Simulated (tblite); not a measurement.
# C5H12ClFSi2: the cost of one run

Computed with tblite 0.8.0 and PySCF 2.14.0, with density-fitted response routines of our own, on a single molecule in the gas phase. Atoms count from 0, in the outputs and in this text.

## (1) Starting geometry

21 atoms, charge 0, multiplicity 1; geometry from: force field or distance geometry start.

Bonds of the start (Å): C0–C1 1.35, C1–C2 1.51, C1–Si3 1.88, Si3–C4 1.88, C4–F5 1.37, C4–Cl6 1.82, C4–C7 1.52, C7–Si8 1.87, C0–H9 1.10, C0–H10 1.08, C2–H11 1.09, C2–H12 1.09, C2–H13 1.09, Si3–H14 1.48, Si3–H15 1.50, C7–H16 1.10, C7–H17 1.10, Si8–H18 1.48, Si8–H19 1.48, Si8–H20 1.49.

## (2) Optimising the geometry with GFN2-xTB

What the job is given:

```
{"job": {"kind": "relax", "xc": "GFN2-xTB", "basis": "xTB"}, "charge": 0, "multiplicity": 1}
C      1.308500    -0.385400     1.974200
C      1.545600     0.070000     0.722200
C      2.736200    -0.426200    -0.066100
Si     0.472800     1.375800    -0.110800
C     -0.721500     0.634200    -1.352900
F     -1.615000     1.607300    -1.725700
Cl     0.266600     0.278600    -2.838500
C     -1.501000    -0.623500    -0.996800
Si    -2.788000    -0.466800     0.344100
H      0.460400    -0.024600     2.576800
H      1.936400    -1.126700     2.445100
H      3.360100     0.407600    -0.384300
H      2.391600    -0.970200    -0.947200
H      3.360600    -1.104300     0.512300
H      1.367400     2.402900    -0.699600
H     -0.290800     2.053800     0.991500
H     -2.054000    -0.963800    -1.886800
H     -0.824000    -1.446100    -0.726300
H     -3.484800    -1.759600     0.540400
H     -3.792800     0.570500     0.001000
H     -2.143400    -0.086700     1.627100
```

Command:

```sh
$ OMP_NUM_THREADS=1 python probes_run.py task.json out
```

This one command runs all jobs of the session in turn.

Q: Estimate the wall time and peak memory of this first job on 1 thread of Arm Neoverse N1, shared host.

About 1.2 s, with a peak of 0.18 GiB.
